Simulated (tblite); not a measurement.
# C20H52Si5: the cost of one run

Programs: tblite 0.8.0 and PySCF 2.14.0, with routines of our own; each step states its level. All values are computed. Atoms count from 0.

## 1. The system as given

77 atoms, charge 0, multiplicity 1; geometry from: force field, distance geometry or constructed start.

## 2. Relaxing the molecule with GFN2-xTB

The job: settings as JSON, then the geometry in Å.

```
{"job": {"kind": "relax", "xc": "GFN2-xTB", "basis": "xTB"}, "charge": 0, "multiplicity": 1}
C      9.015200    -1.205400     0.549200
Si     7.960200     0.235300    -0.049200
C      7.967000     1.596200     1.241500
C      8.649400     0.892700    -1.667200
C      6.167900    -0.366400    -0.335900
C      5.459000    -0.934800     0.895200
Si     3.666600    -1.531500     0.597300
C      3.661600    -2.878500    -0.697200
C      2.977300    -2.188900     2.215800
C      2.615000    -0.049600     0.006800
C      1.130900    -0.358100    -0.227900
Si     0.082500     1.127000    -0.832100
C      0.133100     2.497900     0.449800
C      0.748000     1.735500    -2.477800
C     -1.720200     0.522400    -1.048400
C     -2.711300     1.584200    -1.524800
Si    -4.512200     0.974100    -1.747300
C     -5.569500     2.403500    -2.334400
C     -4.560500    -0.416900    -2.998100
C     -5.150800     0.349200    -0.055000
C     -6.614100    -0.124600    -0.052300
Si    -7.250400    -0.761800     1.636300
C     -9.034600    -1.291300     1.445500
C     -7.141900     0.609000     2.901200
C     -6.212900    -2.222400     2.186100
H      8.634800    -1.586900     1.509300
H     10.051000    -0.890200     0.687100
H      8.990600    -2.021100    -0.174100
H      7.326200     2.429200     0.918300
H      8.975200     1.983900     1.399000
H      7.590500     1.231300     2.199100
H      8.649000     0.106600    -2.424800
H      8.044300     1.723600    -2.028400
H      9.679600     1.239300    -1.526200
H      5.607900     0.490000    -0.740000
H      6.207300    -1.118200    -1.136400
H      6.024100    -1.787500     1.291400
H      5.424000    -0.176600     1.689500
H      4.013900    -2.501600    -1.660000
H      4.303300    -3.705900    -0.399200
H      2.648000    -3.278500    -0.838100
H      3.597700    -3.012000     2.599700
H      2.955300    -1.396400     2.969600
H      1.958800    -2.562600     2.077800
H      2.722900     0.747400     0.755600
H      3.070700     0.322500    -0.924900
H      0.675200    -0.719100     0.700700
H      1.023000    -1.152000    -0.968300
H      1.162700     2.849500     0.596900
H     -0.247500     2.144700     1.407700
H     -0.471200     3.342500     0.128900
H      0.723800     0.938800    -3.222600
H      1.780900     2.074500    -2.376600
H      0.146400     2.572700    -2.851200
H     -2.037600     0.111500    -0.079600
H     -1.692300    -0.319100    -1.753100
H     -2.381200     1.983400    -2.499900
H     -2.733300     2.430200    -0.826100
H     -5.567800     3.212600    -1.590100
H     -6.603700     2.090800    -2.493700
H     -5.189600     2.808300    -3.275300
H     -3.983700    -1.281400    -2.648200
H     -5.587100    -0.743300    -3.179900
H     -4.133900    -0.090800    -3.953400
H     -5.016100     1.169700     0.662700
H     -4.497100    -0.464200     0.262400
H     -7.274200     0.689800    -0.365900
H     -6.742700    -0.944200    -0.770600
H     -9.126900    -2.099900     0.691300
H     -9.659400    -0.458800     1.116600
H     -9.438500    -1.669900     2.391100
H     -6.100700     0.919000     3.053300
H     -7.709600     1.484600     2.581000
H     -7.534900     0.288600     3.868700
H     -6.582400    -2.629500     3.126700
H     -5.162600    -1.931700     2.329500
H     -6.244800    -3.022900     1.437300
```

Started as:

```console
OMP_NUM_THREADS=2 python large_run.py task.json out
```

One launch serves the whole session: the jobs run in the order shown.

Q: Estimate the wall time and peak memory of this first job on 2 threads of Intel Xeon Platinum 8259CL at 2.50GHz, shared host.

About 3.3 s, with a peak of 0.19 GiB.
